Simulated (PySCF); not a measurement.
**The bond of GeB, level by level**

One table from this session's results is given with a row withheld; the runs are named, their logs left out.

The runs use PySCF 2.14.0; Ge pcseg-1, B pcseg-1, no relativity.

The first run:

Settings of the job:

```
atoms                         : Ge, B
charge                        : 0
basis                         : Ge pcseg-1, B pcseg-1
Hamiltonian                   : no relativity
basis functions               : 41
electrons treated             : 37
masses in u                   : 73.9212, 11.0093
levels                        : PBE0, PBE, r²SCAN, PBEsol, MN15, B3LYP, HF, MP2, SCS-MP2, CCSD, CCSD(T)
grid                          : 80 radial by 434 angular points
occupations                   : held fixed by the projection of orbital angular momentum
dissociation limit            : Ge + B, each in its ground configuration
starting distance in angstrom : 1.975
values of 2S to try           : 1, 3
```

Started as:

```sh
$ OMP_NUM_THREADS=1 python dia.py task.json out
```

Among the steps run: Input; PBE0 along the bond; Excited determinants; PBE (GGA); r²SCAN; PBEsol (GGA); MN15; B3LYP; UHF (mean field); MP2 and coupled cluster.

One of the session's tables, all rows but one given; the rest of the session is left out.

Energy (eV) from each level's lowest point:

```
R (Å)    UHF  UHF-MP2  UHF-SCS-MP2  UHF-CCSD  UHF-CCSD(T)
1.710  0.749    0.909        0.902       n/a          n/a
1.790  0.287    0.411        0.406     0.431        0.459
1.870  0.059    0.133        0.131     0.145        0.162
1.929      ?        ?            ?         ?            ?
1.989  0.012    0.000        0.000     0.000        0.000
2.049  0.074    0.023        0.021     0.013        0.006
2.128  0.204    0.122        0.113     0.088        0.074
2.228  0.400    0.330        0.304     0.242        0.223
2.347  0.639    0.646        0.589     0.475        0.457
2.506  0.932    1.091        0.981       n/a          n/a
```

**Question.** Estimate the row for R (Å) = 1.929.

Worked estimate for «UHF». A straight line through the neighbours (1.870, 0.059) and (1.989, 0.012) gives 0.059 + (0.012 − 0.059) × (1.929 − 1.870) / (1.989 − 1.870) = 0.036; a parabola fitted to 4 rows on both sides gives -0.003.

**Answer.** UHF: 0.000; UHF-MP2: 0.032; UHF-SCS-MP2: 0.032; UHF-CCSD: 0.038; UHF-CCSD(T): 0.047. In «UHF» the line misses by +0.036 and the parabola by -0.003.

Limits of these values: Lowest PBE0 solution found, without spin–orbit coupling: ⁴Σ⁻ (quartet), unpaired electrons σ ↑, π ↑↑. Warnings in the runs' records: inverted.
